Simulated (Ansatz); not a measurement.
# AsF+ (doublet): the correlation ladder, cc-pVDZ

Aim: climb from Hartree-Fock through coupled cluster and multireference methods for AsF+ (doublet) at one geometry and basis, and see what each rung misses.

Computed with Ansatz 0.2.0, Gaussian basis. Level: cc-pVDZ, core rule «outside noble gas», up to 15 orbitals frozen.

The runs, in order: UHF; CCSD(T) on ROHF; CCSD(T) on UHF; BCCD(T) on ROHF; CISD as a restricted active space (open shells left free, so some higher excitations enter); CCSDT(Q) on ROHF; CCSDT(Q) on UHF; CASSCF and MRCISD+Q, 11 electrons in 8 orbitals; CASSCF and NEVPT2, 11 electrons in 8 orbitals.

16 further runs of the same task are left out: 7 that didn't finish, 9 set aside as unsound or not needed. Runs told in other sessions of the task aren't counted.

## 1. What is computed

The geometry is a PBE0/def2-TZVP stationary point (not a proven minimum) of the parent state, kept for this charge and spin. No spin-orbit coupling is included. The filled d shell of As may be among the frozen orbitals whatever the setting's name suggests.

2 atoms, charge 1, spin multiplicity 2.

Atoms are counted from 1 here; the program's logs count them from 0.

Bond lengths: F1–As2 1.741 Å.

## 2. UHF

The input, in.yaml:

```yaml
crystal:
  periodic: [false, false, false]
  atoms:
    - {symbol: F, position_ang: [0.000000, 0.000000, 0.000000]}
    - {symbol: As, position_ang: [0.000000, 0.000000, 1.741200]}
basis:
  gaussian: {orbitals: cc-pVDZ}
total_charge: 1
magnetization: {spin_polarized: true, initial_magnetization: 1}
hamiltonian: {xc: hf}
output: {orbitals: {seedname: orbitals}}
```

Started as:

```
$ ansatz run in.yaml --threads 1 --pin off --events-out ev --progress --plain --max-ram 2393MiB
```

The runs that follow: CCSD(T) on ROHF; CCSD(T) on UHF; BCCD(T) on ROHF; CISD as a restricted active space (open shells left free, so some higher excitations enter); CCSDT(Q) on ROHF; CCSDT(Q) on UHF; CASSCF and MRCISD+Q, 11 electrons in 8 orbitals; CASSCF and NEVPT2, 11 electrons in 8 orbitals.

Before running them: what should the planned runs give, taken together? Wanted: UCCSDT(Q) from the RHF energy; RMP2 from UCCSDT(Q); UMP2 from UCCSDT(Q); RCCSD from UCCSDT(Q); RCCSD(T) from UCCSDT(Q); UCCSD(T) from UCCSDT(Q); RCCSDT(Q) from UCCSDT(Q); NEVPT2 valence from UCCSDT(Q); MRCISD+Q valence from UCCSDT(Q).

As calculated:

| quantity | value |
| --- | --- |
| UCCSDT(Q) from the ROHF energy | -7.8423 eV |
| RMP2 from UCCSDT(Q) | +605.2 meV |
| UMP2 from UCCSDT(Q) | +610.2 meV |
| RCCSD from UCCSDT(Q) | +276.3 meV |
| RCCSD(T) from UCCSDT(Q) | +56.1 meV |
| UCCSD(T) from UCCSDT(Q) | +53.5 meV |
| RCCSDT(Q) from UCCSDT(Q) | +18.1 meV |
| NEVPT2 valence from UCCSDT(Q) | +1115.9 meV |
| MRCISD+Q valence from UCCSDT(Q) | +80.3 meV |
| levels within 1 kcal/mol (43 meV) | RCCSDT, UCCSDT, RCCSDT(Q) |
| T1 diagnostic | 0.031 |
| effectively unpaired electrons | 1.02 |

In words: RCCSD(T) lands +56.1 meV from the yardstick (0.7 % of the correlation energy). One determinant dominates. Of the multireference levels listed MRCISD+Q valence comes nearest in total energy (+80.3 meV), which doesn't show that its space is the better one. These misses are within one basis, not against nature; the frozen cores of restricted and unrestricted runs differ, which can shift their rows.
